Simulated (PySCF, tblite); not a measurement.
**C₅H₁₂GeSi: geometry, infrared bands and NMR shifts**

Wanted: the infrared bands and NMR shifts of C₅H₁₂GeSi (`C[CH](C)[GeH2][C]#C[SiH3]`), by calculation.

Programs: tblite 0.8.0 and PySCF 2.14.0, with density-fitted response routines of our own. Each step states its level of theory. These are calculated values for one molecule in the gas phase, unless marked as measured. Atoms are numbered from 0 throughout.

## (1) The molecule as given

19 atoms, charge 0, multiplicity 1; geometry from: force field or distance geometry start.

Bonds of the start (Å): C0–C1 1.52, C1–C2 1.54, C1–Ge3 1.96, Ge3–C4 1.90, C4–C5 1.20, C5–Si6 1.82, C0–H7 1.11, C0–H8 1.11, C0–H9 1.10, C1–H10 1.11, C2–H11 1.11, C2–H12 1.13, C2–H13 1.10, Ge3–H14 1.55, Ge3–H15 1.53, Si6–H16 1.47, Si6–H17 1.47, Si6–H18 1.47.

## (2) Relaxing the molecule with GFN2-xTB

Job settings and geometry (Å):

```
{"job": {"kind": "relax", "xc": "GFN2-xTB", "basis": "xTB"}, "charge": 0, "multiplicity": 1}
C     -1.645800     1.352000    -0.625200
C     -1.821600    -0.149600    -0.454500
C     -1.975300    -0.520600     1.033700
Ge    -0.270200    -1.079800    -1.200300
C      1.299600    -0.557300    -0.269500
C      2.291200    -0.214000     0.306100
Si     3.794400     0.307600     1.189600
H     -0.749500     1.724700    -0.077900
H     -2.544600     1.881300    -0.233300
H     -1.551800     1.598000    -1.698100
H     -2.722600    -0.488300    -1.002600
H     -2.118200    -1.617900     1.140100
H     -2.890100    -0.016000     1.456700
H     -1.090300    -0.201700     1.613100
H     -0.468500    -2.607700    -1.030600
H     -0.136300    -0.734600    -2.682700
H      4.740600     0.910400     0.245600
H      3.434600     1.286000     2.222800
H      4.414500    -0.863200     1.835800
```

The run is started by

```
$ OMP_NUM_THREADS=1 python probes_run.py task.json out
```

The driver reads the jobs from task.json and runs them one after another.

**Question.** This job is followed by: GFN2-xTB harmonic vibrations, gas phase; GIAO PBE0/pcSseg-1 NMR shielding, non-relativistic, gas phase. What will the session give for the following? strongest single infrared mode (GFN2-xTB); zero-point energy (GFN2-xTB); ¹³C shifts against TMS (PBE0/pcSseg-1, means over atoms taken as alike); ¹H shifts against TMS (PBE0/pcSseg-1, means over atoms taken as alike); ⁷³Ge shifts against GeMe4 (PBE0/pcSseg-1); ²⁹Si shifts against TMS (PBE0/pcSseg-1).

**Answer**, as computed:

| quantity | value |
| --- | --- |
| strongest single infrared mode (GFN2-xTB) | 806 cm⁻¹, 568 km/mol |
| zero-point energy (GFN2-xTB) | 87.6 kcal/mol |
| ¹³C shifts against TMS (PBE0/pcSseg-1, means over atoms taken as alike) | 117.6, 113.2, 22.9, 21.7 ppm |
| ¹H shifts against TMS (PBE0/pcSseg-1, means over atoms taken as alike) | 4.24, 4.24, 1.43, 1.35 ppm |
| ⁷³Ge shifts against GeMe4 (PBE0/pcSseg-1) | -176 ppm |
| ²⁹Si shifts against TMS (PBE0/pcSseg-1) | -100.2 ppm |

What this shows: Relaxing lowered the energy by 0.146 eV in 30 steps; the close pair that moved most is Ge3–H14, from 1.550 to 1.507 Å. No mode is imaginary among the 51: a minimum at this level. The strongest single mode, at 806 cm⁻¹, has its largest shares on Si6, C4 and C5 (the list is cut at 3 atoms). GFN2-xTB is a fitted tight-binding method: band positions and strengths are rough. Its intensities can rank the bands wrongly. Spin-orbit coupling is left out, which matters for shieldings and couplings at and beside the heavy atoms.
